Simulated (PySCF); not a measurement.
# C8H14BNSe: excited states

Aim: compute the excited states of C8H14BNSe (`C[Se]c1ccc(B(C)C)n1C`).

Programs: PySCF 2.14.0, with routines of our own; each step states its level. All values are computed. Atoms count from 0.

## 1. The starting structure

25 atoms, charge 0, multiplicity 1; geometry from: GFN2-xTB.

## 2. Relaxing the molecule at PBE0-D3(BJ)/def2-SVP

Job settings and geometry (Å):

```
{"job": {"xc": "PBE0", "basis": "def2-SVP", "d3": "d3bj", "grid": 2, "kind": "geom"}, "charge": 0, "multiplicity": 1}
C      4.325201     0.991593    -0.522521
Se     3.332441    -0.475827     0.275132
C      1.572927     0.166953    -0.060047
C      1.173684     1.333362    -0.689350
C     -0.217025     1.318904    -0.683440
C     -0.662461     0.164483    -0.038543
B     -2.123484    -0.166878     0.275595
C     -2.588019    -1.243969     1.342983
C     -3.247491     0.668507    -0.468955
N      0.477433    -0.525510     0.327364
C      0.534243    -1.805300     0.973900
H      5.380681     0.765797    -0.394496
H      4.082617     1.058436    -1.579915
H      4.075933     1.915235    -0.006450
H      1.807328     2.092500    -1.103488
H     -0.849396     2.083401    -1.090326
H     -1.917620    -1.346011     2.192767
H     -2.665203    -2.228072     0.878798
H     -3.578108    -1.016829     1.733099
H     -4.224845     0.192389    -0.428131
H     -3.356885     1.642047     0.009665
H     -3.015525     0.864460    -1.513202
H      1.474852    -2.299659     0.711871
H     -0.294770    -2.426766     0.642581
H      0.492556    -1.699104     2.061701
```

The run is started by

```
> OMP_NUM_THREADS=1 python excited_run.py task.json out
```

This one command runs all jobs of the session in turn.

Standard output:

```text
step   0  E = -2793.13581565  max force = 0.015410
step   1  E = -2793.13852196  max force = 0.003875
step   2  E = -2793.13872651  max force = 0.001346
step   3  E = -2793.13883919  max force = 0.001507
step   4  E = -2793.13893782  max force = 0.002840
step   5  E = -2793.13902447  max force = 0.000943
step   6  E = -2793.13914160  max force = 0.003003
step   7  E = -2793.13925193  max force = 0.002835
step   8  E = -2793.13937534  max force = 0.002892
step   9  E = -2793.13946329  max force = 0.001168
step  10  E = -2793.13949490  max force = 0.000480
step  11  E = -2793.13951733  max force = 0.000294
step  12  E = -2793.13954606  max force = 0.000691
step  13  E = -2793.13956675  max force = 0.000685
step  14  E = -2793.13958159  max force = 0.000335
optimisation converged
```

Wall time 12 min (1 thread of Arm Neoverse V1, shared host); peak memory 1.3 GiB.

Relaxation path:

| step | energy from step 0 (eV) | largest force component (eV/Å) |
| --- | --- | --- |
| 0 | 0.0000 | 0.7924 |
| 1 | -0.0736 | 0.1993 |
| 2 | -0.0792 | 0.0692 |
| 3 | -0.0823 | 0.0775 |
| 4 | -0.0850 | 0.1460 |
| 5 | -0.0873 | 0.0485 |
| 6 | -0.0905 | 0.1544 |
| 7 | -0.0935 | 0.1458 |
| 8 | -0.0969 | 0.1487 |
| 9 | -0.0993 | 0.0601 |
| 10 | -0.1001 | 0.0247 |
| 11 | -0.1007 | 0.0151 |
| 12 | -0.1015 | 0.0355 |
| 13 | -0.1021 | 0.0352 |
| 14 | -0.1025 | 0.0172 |

Distances of close pairs at the start and the end, largest changes first:

| bond | before (Å) | after (Å) | change (Å) |
| --- | --- | --- | --- |
| C8–H19 | 1.088 | 1.105 | +0.017 |
| C4–H15 | 1.072 | 1.088 | +0.016 |
| C5–N9 | 1.382 | 1.398 | +0.016 |
| C7–H17 | 1.091 | 1.107 | +0.016 |
| C3–H14 | 1.072 | 1.087 | +0.015 |
| C8–H20 | 1.090 | 1.105 | +0.014 |
| Se1–C2 | 1.903 | 1.890 | -0.013 |
| C7–H18 | 1.088 | 1.101 | +0.013 |

The end geometry stands in the next job.

| at the end point | value |
| --- | --- |
| point group (found at 0.08 Å tolerance) | C1 |
| rotational constants (GHz, main isotopes) | 1.996, 0.399, 0.338 |
| dipole moment (D) | 1.88 |

## 3. Excited states: TDA wB97X-D/def2-SVP

Job settings and geometry (Å):

```
{"job": {"kind": "states", "xc": "wB97X-D", "basis": "def2-SVP", "tda": true, "soc": true, "nstates": 6, "ntriplets": 5, "nquad": 4}, "charge": 0, "multiplicity": 1}
C      3.846550     0.786473    -0.834020
Se     2.916803    -0.192968     0.556983
C      1.167891     0.373613     0.118744
C      0.756102     1.525675    -0.548636
C     -0.641320     1.458755    -0.618976
C     -1.086811     0.293734     0.019715
B     -2.553699    -0.085344     0.278450
C     -3.027518    -1.261259     1.231335
C     -3.694780     0.738960    -0.440897
N      0.070756    -0.358262     0.453939
C      0.126637    -1.641433     1.108149
H      4.894877     0.461951    -0.790609
H      3.420473     0.542782    -1.815516
H      3.795505     1.866952    -0.648343
H      1.402652     2.314046    -0.926266
H     -1.294939     2.201090    -1.072939
H     -2.407878    -1.411286     2.127653
H     -3.000555    -2.213240     0.667737
H     -4.072063    -1.127820     1.553316
H     -4.386544     0.039277    -0.943409
H     -4.309909     1.255727     0.317525
H     -3.367071     1.480863    -1.181909
H      1.106677    -2.101157     0.913926
H     -0.648403    -2.302507     0.705311
H     -0.012544    -1.554574     2.197347
```

Level: TDA wB97X-D/def2-SVP excited states, vertical, gas phase, spin-orbit mean-field couplings.

Standard output:

```text
coarse grid: 93680 points
cycle   1  E = -2793.7359343830  dE =  9.001e-01  |g| = 4.568e-01  |ddm| = 5.280e+00
cycle   2  E = -2793.7577911016  dE = -2.186e-02  |g| = 4.139e-01  |ddm| = 9.386e-01
cycle   3  E = -2793.7979255817  dE = -4.013e-02  |g| = 8.258e-02  |ddm| = 4.554e-01
cycle   4  E = -2793.7995043281  dE = -1.579e-03  |g| = 3.723e-02  |ddm| = 1.243e-01
cycle   5  E = -2793.7998631362  dE = -3.588e-04  |g| = 5.050e-03  |ddm| = 4.540e-02
cycle   6  E = -2793.7998721760  dE = -9.040e-06  |g| = 2.561e-03  |ddm| = 1.138e-02
final grid: 200152 points
cycle   7  E = -2793.7991064076  dE = -2.606e-06  |g| = 3.163e-03  |ddm| = 7.874e-03
cycle   8  E = -2793.7991052924  dE =  1.115e-06  |g| = 3.996e-03  |ddm| = 6.290e-03
cycle   9  E = -2793.7991088359  dE = -3.544e-06  |g| = 2.242e-04  |ddm| = 3.492e-03
cycle  10  E = -2793.7991088670  dE = -3.108e-08  |g| = 1.285e-04  |ddm| = 5.042e-04
cycle  11  E = -2793.7991088790  dE = -1.201e-08  |g| = 4.214e-05  |ddm| = 4.060e-04
cycle  12  E = -2793.7991088800  dE = -9.877e-10  |g| = 2.155e-05  |ddm| = 8.814e-05
converged SCF energy = -2793.7991088800

Singlet excitations
state   eV       nm        f     d(h-e)  d(exc)  Lambda  PR(NTO)  |dmu|/D   mu/D   main configurations
  1   4.7785   259.5   0.39653   0.624   3.352   0.595   1.154    1.630    3.141   H->L 0.61, H->L+1 0.29
  2   5.0293   246.5   0.26339   0.391   3.252   0.561   1.230    0.779    2.241   H->L+1 0.55, H->L 0.31
  3   5.7772   214.6   0.05711   1.076   3.152   0.527   1.303    3.306    4.736   H-1->L 0.85
  4   6.3860   194.2   0.00670   0.784   3.059   0.469   1.092    3.294    2.175   H-3->L 0.78, H-2->L 0.12
  5   6.4375   192.6   0.02765   0.277   3.185   0.622   1.620                     H->L+2 0.53, H->L+4 0.12, H-2->L 0.11
  6   6.5488   189.3   0.03592   0.648   3.494   0.554   1.641                     H-2->L 0.44, H-4->L 0.23

Triplet excitations (Tamm-Dancoff)
state   eV     d(h-e)  d(exc)  Lambda  PR(NTO)   main configurations
  1   3.3226   0.839   3.080   0.625   1.033   H->L 0.83, H-2->L 0.10
  2   4.4594   0.553   2.838   0.525   1.183   H->L+1 0.74, H-2->L+1 0.13
  3   4.5410   0.874   2.876   0.510   1.144   H-1->L 0.86
  4   5.4015   0.314   2.784   0.657   1.271   H->L+2 0.76
  5   5.7733   0.417   2.813   0.547   1.354   H->L+4 0.43, H->L+3 0.16
S1 - T1 = 1.4559 eV

Spin-orbit couplings |<S|Hso|T>| (cm-1)
             T1       T2       T3       T4       T5
S0       57.577  665.263  176.633  303.163  531.729
S1       41.199   43.010   18.945   96.008  180.651
S2       55.985   44.036    2.448  102.475  200.361
S3       16.048   33.000    6.090   12.523   41.149
S4        8.736   40.041   10.578   12.598   30.782
S5       98.208  224.332   54.265   60.850   66.901
S6       15.475  133.789   37.007   67.787   35.969
T1 sublevels (cm-1): 0.000 0.237 0.349   radiative rates (1/s): 616 4.77 59
```

It took 1.8 min on 1 thread of Arm Neoverse V1, shared host; peak memory 1.2 GiB.

Key values:

| quantity | value |
| --- | --- |
| S1 less T1 | 1.46 eV |

## 4. Excited states: TDA wB97X-D/def2-SVP in ethanol

Settings changed since step 3:

```diff
@@ -1,2 +1,2 @@
-{"job": {"kind": "states", "xc": "wB97X-D", "basis": "def2-SVP", "tda": true, "soc": true, "nstates": 6, "ntriplets": 5, "nquad": 4}, "charge": 0, "multiplicity": 1}
+{"job": {"kind": "states", "xc": "wB97X-D", "basis": "def2-SVP", "tda": true, "soc": true, "nstates": 6, "ntriplets": 5, "nquad": 4, "solvent": "ethanol"}, "charge": 0, "multiplicity": 1}
 C      3.846550     0.786473    -0.834020
```

Level: TDA wB97X-D/def2-SVP excited states, vertical, IEF-PCM ethanol (non-equilibrium response), spin-orbit mean-field couplings.

Standard output:

```text
coarse grid: 93680 points
cycle   1  E = -2793.7460991618  dE =  8.907e-01  |g| = 4.469e-01  |ddm| = 5.280e+00
cycle   2  E = -2793.7714071870  dE = -2.531e-02  |g| = 3.822e-01  |ddm| = 8.867e-01
cycle   3  E = -2793.8057000785  dE = -3.429e-02  |g| = 7.154e-02  |ddm| = 4.010e-01
cycle   4  E = -2793.8069038079  dE = -1.204e-03  |g| = 3.348e-02  |ddm| = 1.067e-01
cycle   5  E = -2793.8071853144  dE = -2.815e-04  |g| = 4.792e-03  |ddm| = 3.890e-02
cycle   6  E = -2793.8071938164  dE = -8.502e-06  |g| = 2.432e-03  |ddm| = 1.052e-02
final grid: 200152 points
cycle   7  E = -2793.8064342570  dE = -3.085e-06  |g| = 2.936e-03  |ddm| = 7.636e-03
cycle   8  E = -2793.8064339022  dE =  3.548e-07  |g| = 3.377e-03  |ddm| = 5.225e-03
cycle   9  E = -2793.8064363900  dE = -2.488e-06  |g| = 2.377e-04  |ddm| = 2.724e-03
cycle  10  E = -2793.8064364345  dE = -4.441e-08  |g| = 1.400e-04  |ddm| = 5.970e-04
cycle  11  E = -2793.8064364523  dE = -1.788e-08  |g| = 4.611e-05  |ddm| = 4.826e-04
cycle  12  E = -2793.8064364538  dE = -1.458e-09  |g| = 2.279e-05  |ddm| = 1.088e-04
cycle  13  E = -2793.8064364542  dE = -3.847e-10  |g| = 5.794e-06  |ddm| = 7.729e-05
converged SCF energy = -2793.8064364542

Singlet excitations
state   eV       nm        f     d(h-e)  d(exc)  Lambda  PR(NTO)  |dmu|/D   mu/D   main configurations
  1   4.7331   262.0   0.66873   1.443   3.529   0.620   1.123    5.117    7.003   H->L 0.87
  2   5.1141   242.4   0.07204   0.432   3.008   0.545   1.134    1.896    0.737   H->L+1 0.78, H-2->L+1 0.09
  3   5.7705   214.9   0.06535   1.102   3.148   0.532   1.270    3.850    5.646   H-1->L 0.87
  4   6.3283   195.9   0.00654   0.915   3.019   0.461   1.047    4.115    2.865   H-3->L 0.83
  5   6.4604   191.9   0.06365   1.075   3.365   0.615   1.988                     H-2->L 0.47, H->L+2 0.31
  6   6.5665   188.8   0.02547   0.338   3.165   0.572   1.909                     H-4->L 0.45, H->L+2 0.16, H->L+3 0.14

Triplet excitations (Tamm-Dancoff)
state   eV     d(h-e)  d(exc)  Lambda  PR(NTO)   main configurations
  1   3.3701   0.872   3.096   0.622   1.031   H->L 0.82, H-2->L 0.11
  2   4.5434   0.880   2.869   0.516   1.066   H-1->L 0.89
  3   4.6235   0.487   2.812   0.539   1.116   H->L+1 0.78, H-2->L+1 0.13
  4   5.4266   0.344   2.765   0.680   1.275   H->L+2 0.79
  5   5.8793   0.337   2.845   0.567   1.476   H->L+3 0.50, H->L+4 0.11
S1 - T1 = 1.3630 eV

Spin-orbit couplings |<S|Hso|T>| (cm-1)
             T1       T2       T3       T4       T5
S0       50.487  100.355  678.217  286.615  519.845
S1       19.515    7.208   57.156   50.456  101.526
S2       67.074   13.177   23.504  113.225  242.174
S3       15.343    7.802   29.596   11.432   42.026
S4        5.263    2.637   28.018   12.700   25.432
S5       81.117   31.403  156.470   23.726   68.812
S6       59.502   25.909  156.545   73.587   14.770
T1 sublevels (cm-1): 0.000 0.274 0.331   radiative rates (1/s): 2.36e+03 6.8 268
```

It took 1.9 min on 1 thread of Arm Neoverse V1, shared host; peak memory 1.4 GiB.

Key values:

| quantity | value |
| --- | --- |
| S1 less T1 | 1.36 eV |

## 5. Summary of results

```
                                            quantity                 value
                                         point group                    C1
                rotational constants (main isotopes)  2.00, 0.40, 0.34 GHz
           S1 less T1 (step 3, TDA wB97X-D/def2-SVP)               1.46 eV
S1 less T1 (step 4, TDA wB97X-D/def2-SVP in ethanol)               1.36 eV
```

In words: Over 14 steps the energy fell by 0.102 eV; of the close pairs, C8–H19 changed most, 1.088 to 1.105 Å. Scalar relativity is left out for the heavy atoms. In step 3, the number of triplets below S1 is 3, and the largest singlet-triplet spin-orbit coupling is S0–T2, 665.26 cm⁻¹. In step 4, the number of triplets below S1 is 3, and the largest singlet-triplet spin-orbit coupling is S0–T3, 678.22 cm⁻¹.
